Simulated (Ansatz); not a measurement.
## Rb2CuBiF6, space group Fm-3m: the D3 and D4 dispersion energy, step by step

Computed with Ansatz 0.2.0 through its Python package.

Run as a notebook:

In [1]:
```python
import ansatz as az
import numpy as np
```

In [2]:
```python
VECTORS = np.array([
    [0.0, 4.52333231, 4.52333231],
    [4.52333231, 0.0, 4.52333231],
    [4.52333231, 4.52333231, 0.0],
])
SITES = [
    ("Rb", (0.75, 0.75, 0.75)),
    ("Rb", (0.25, 0.25, 0.25)),
    ("Cu", (0.5, 0.5, 0.5)),
    ("Bi", (0.0, 0.0, 0.0)),
    ("F", (0.7466012, 0.2533988, 0.2533988)),
    ("F", (0.2533988, 0.2533988, 0.7466012)),
    ("F", (0.2533988, 0.7466012, 0.7466012)),
    ("F", (0.2533988, 0.7466012, 0.2533988)),
    ("F", (0.7466012, 0.2533988, 0.7466012)),
    ("F", (0.7466012, 0.7466012, 0.2533988)),
]
```

In [3]:
```python
def make_crystal(cell):
    crystal = az.Crystal(lattice=az.Lattice.of(cell))
    for symbol, position in SITES:
        crystal = crystal.atom(symbol, position)
    return crystal
```

In [4]:
```python
atoms = [(site[0], site[1]) for site in SITES]
print("dispersion energy and pressure at linear scale factors", (0.98, 1.0, 1.02))
for functional in (az.Functional.PBESOL, az.Functional.RPBE):
    for method in ("d3bj", "d4"):
        damping = az.dispersion_damping(method=method, xc=functional)
        line = []
        for scale in (0.98, 1.0, 1.02):
            term = az.pairwise_dispersion(vectors=(VECTORS * scale).tolist(), atoms=atoms, damping=damping, periodic=(True, True, True))
            line.append(f"{term.energy_ev / len(atoms):.4f} eV/atom, {np.trace(term.stress_gpa) / 3:.2f} GPa")
        print(functional.value, method, "|", " | ".join(line))
print("charges of the D4 model in the last cell:", np.round(term.partial_charges_e, 3))
```
```text
dispersion energy and pressure at linear scale factors (0.98, 1.0, 1.02)
pbesol d3bj | -0.1494 eV/atom, -1.45 GPa | -0.1401 eV/atom, -1.27 GPa | -0.1317 eV/atom, -1.12 GPa
pbesol d4 | -0.0723 eV/atom, -0.65 GPa | -0.0682 eV/atom, -0.57 GPa | -0.0644 eV/atom, -0.51 GPa
rpbe d3bj | -0.7472 eV/atom, -10.90 GPa | -0.6779 eV/atom, -9.52 GPa | -0.6150 eV/atom, -8.30 GPa
rpbe d4 | -0.2528 eV/atom, -1.98 GPa | -0.2402 eV/atom, -1.74 GPa | -0.2286 eV/atom, -1.55 GPa
charges of the D4 model in the last cell: [ 0.771  0.771 -0.014  0.015 -0.257 -0.257 -0.257 -0.257 -0.257 -0.257]
```

The structure comes from a database and needn't be a stable phase.
